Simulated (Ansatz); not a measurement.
# Si16SnC15: the cost of one run

Computed with Ansatz 0.2.0 (DFT, PBE, plane-wave PAW, default files, scalar-relativistic, as far as a step names no other, unless a step's input says otherwise).

**1. The structure to begin with**

Symmetry: P3m1, No. 156, trigonal system. Conventional cell: a = 6.152 Å, b = 6.152 Å, c = 10.096 Å, α = 90.00°, β = 90.00°, γ = 120.00°. Around Si (site symmetry 3m) lie 3 C at 1.87 Å and 1 Sn at 1.94 Å. Si (site symmetry 3m) is surrounded by 4 C at 1.87 to 1.94 Å. Si (site symmetry m) has 4 C at 1.87 to 1.94 Å as nearest neighbours. Si (site symmetry m) has 3 C at 1.87 to 1.94 Å and 1 Sn at 1.87 Å as nearest neighbours. Only part of the 16 independent sites is listed.

As a file:

```
CELL_PARAMETERS angstrom
6.15200 0.00000 0.00000
-3.07600 5.32779 0.00000
0.00000 0.00000 10.09600
ATOMIC_POSITIONS crystal
Si 0.16667 0.33333 0.00000
Si 0.16667 0.33333 0.50000
Si 0.16667 0.83333 0.00000
Si 0.16667 0.83333 0.50000
Si 0.66667 0.33333 0.00000
Si 0.66667 0.33333 0.50000
Si 0.66667 0.83333 0.00000
Si 0.66667 0.83333 0.50000
Si 0.33333 0.16667 0.25000
Si 0.33333 0.16667 0.75000
Si 0.33333 0.66667 0.25000
Si 0.33333 0.66667 0.75000
Si 0.83333 0.16667 0.25000
Si 0.83333 0.16667 0.75000
Si 0.83333 0.66667 0.25000
Si 0.83333 0.66667 0.75000
Sn 0.16667 0.33333 0.19250
C 0.16667 0.33333 0.69250
C 0.16667 0.83333 0.19250
C 0.16667 0.83333 0.69250
C 0.66667 0.33333 0.19250
C 0.66667 0.33333 0.69250
C 0.66667 0.83333 0.19250
C 0.66667 0.83333 0.69250
C 0.33333 0.16667 0.44250
C 0.33333 0.16667 0.94250
C 0.33333 0.66667 0.44250
C 0.33333 0.66667 0.94250
C 0.83333 0.16667 0.44250
C 0.83333 0.16667 0.94250
C 0.83333 0.66667 0.44250
C 0.83333 0.66667 0.94250
```

Atom 17 of the input is the impurity.

**2. Gradients at the starting positions**

input.yaml

```yaml
crystal:
  lattice:
    - [6.152, 0.0, 0.0]
    - [-3.076, 5.327788284, 0.0]
    - [0.0, 0.0, 10.096]
  atoms:
    - { symbol: Si, position: [0.1666666666, 0.3333333334, 0.0] }
    - { symbol: Si, position: [0.1666666666, 0.3333333334, 0.5] }
    - { symbol: Si, position: [0.1666666666, 0.8333333334, 0.0] }
    - { symbol: Si, position: [0.1666666666, 0.8333333334, 0.5] }
    - { symbol: Si, position: [0.6666666666, 0.3333333334, 0.0] }
    - { symbol: Si, position: [0.6666666666, 0.3333333334, 0.5] }
    - { symbol: Si, position: [0.6666666666, 0.8333333334, 0.0] }
    - { symbol: Si, position: [0.6666666666, 0.8333333334, 0.5] }
    - { symbol: Si, position: [0.3333333334, 0.1666666666, 0.25] }
    - { symbol: Si, position: [0.3333333334, 0.1666666666, 0.75] }
    - { symbol: Si, position: [0.3333333334, 0.6666666666, 0.25] }
    - { symbol: Si, position: [0.3333333334, 0.6666666666, 0.75] }
    - { symbol: Si, position: [0.8333333334, 0.1666666666, 0.25] }
    - { symbol: Si, position: [0.8333333334, 0.1666666666, 0.75] }
    - { symbol: Si, position: [0.8333333334, 0.6666666666, 0.25] }
    - { symbol: Si, position: [0.8333333334, 0.6666666666, 0.75] }
    - { symbol: Sn, position: [0.1666666666, 0.3333333334, 0.1925], spin: 1.0 }
    - { symbol: C, position: [0.1666666666, 0.3333333334, 0.6925] }
    - { symbol: C, position: [0.1666666666, 0.8333333334, 0.1925] }
    - { symbol: C, position: [0.1666666666, 0.8333333334, 0.6925] }
    - { symbol: C, position: [0.6666666666, 0.3333333334, 0.1925] }
    - { symbol: C, position: [0.6666666666, 0.3333333334, 0.6925] }
    - { symbol: C, position: [0.6666666666, 0.8333333334, 0.1925] }
    - { symbol: C, position: [0.6666666666, 0.8333333334, 0.6925] }
    - { symbol: C, position: [0.3333333334, 0.1666666666, 0.4425] }
    - { symbol: C, position: [0.3333333334, 0.1666666666, 0.9425] }
    - { symbol: C, position: [0.3333333334, 0.6666666666, 0.4425] }
    - { symbol: C, position: [0.3333333334, 0.6666666666, 0.9425] }
    - { symbol: C, position: [0.8333333334, 0.1666666666, 0.4425] }
    - { symbol: C, position: [0.8333333334, 0.1666666666, 0.9425] }
    - { symbol: C, position: [0.8333333334, 0.6666666666, 0.4425] }
    - { symbol: C, position: [0.8333333334, 0.6666666666, 0.9425] }
magnetization:
  spin_polarized: true
total_charge: -1
kpoints:
  mp_grid: { grid: [4, 4, 2] }
scf:
  occupations: { method: fermi_dirac, width: 0.01 }
hamiltonian:
  xc: pbe
  pseudopotentials: { kind: paw }
output:
  forces: true
  stress: true
  populations: true
  efg: { quadrupole_moments_barn: { Sn: -0.132 }, contact_densities: true }
```

Command:

```console
$ ansatz run input.yaml --threads 1 --pin off --max-ram 3072MiB --backend cpu --events-out ev --progress --plain --runs-dir out
```

**Question.** How long does this run take on 1 thread of Intel Xeon Platinum 8259CL at 2.50GHz (Skylake/Cascade Lake), shared host, and how much memory does it need?

About 1.7 min, with a peak of 0.95 GiB.
